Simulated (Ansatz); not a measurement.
# In2B: the cost of one run

Computed with Ansatz 0.2.0 (DFT r2SCAN, scalar-relativistic, plane waves, PAW, unless a step's input says otherwise).

## 1. The starting structure

Symmetry: Fd-3m, No. 227, cubic system. Conventional cell: a = 7.624 Å, b = 7.624 Å, c = 7.624 Å, α = 90.00°, β = 90.00°, γ = 90.00°. Around In (site symmetry -3m) lie 6 In at 2.70 Å and 6 B at 3.16 Å. B (site symmetry -43m) is surrounded by 12 In at 3.16 Å.

As a file:

```xyz
6
Lattice="0.0000 3.8120 3.8120 3.8120 0.0000 3.8120 3.8120 3.8120 0.0000" Properties=species:S:1:pos:R:3 pbc="T T T"
In    4.7650    4.7650    4.7650
In    4.7650    2.8590    2.8590
In    2.8590    2.8590    4.7650
In    2.8590    4.7650    2.8590
B     0.0000    0.0000    0.0000
B     1.9060    1.9060    1.9060
```

(A quick probe on a coarse mesh, which set the mesh and smearing, is not shown.)

## 3. Coarse relaxation

input.yaml reads:

```yaml
crystal:
  lattice:
    - [0.0, 3.8119881224, 3.8119881224]
    - [3.8119881224, 0.0, 3.8119881224]
    - [3.8119881224, 3.8119881224, 0.0]
  atoms:
    - { symbol: In, position: [0.625, 0.625, 0.625] }
    - { symbol: In, position: [0.125, 0.625, 0.625] }
    - { symbol: In, position: [0.625, 0.625, 0.125] }
    - { symbol: In, position: [0.625, 0.125, 0.625] }
    - { symbol: B, position: [0.0, 0.0, 0.0] }
    - { symbol: B, position: [0.25, 0.25, 0.25] }
basis:
  ecutwfc: 500
kpoints:
  mp_grid: { grid: [4, 4, 4] }
hamiltonian:
  xc: r2scan
scf:
  occupations: { method: gaussian, width: 0.1 }
  lower_state_search: "off"
output:
  forces: true
  stress: true
  eigenvalues: true
relax:
  adjacent_minimum: "off"
  f_tol: 0.04
  max_steps: 70
  cell: { stress_tol: 0.4 }
```

On the command line:

```
ansatz run input.yaml --threads 1 --pin off --max-ram 2560MiB --backend cpu --events-out ev --progress --plain --runs-dir out
```

Q: Estimate wall time and peak memory on 1 thread of Intel Xeon Platinum 8259CL at 2.50GHz (Skylake/Cascade Lake), shared host.

About 44 s, with a peak of 0.86 GiB.
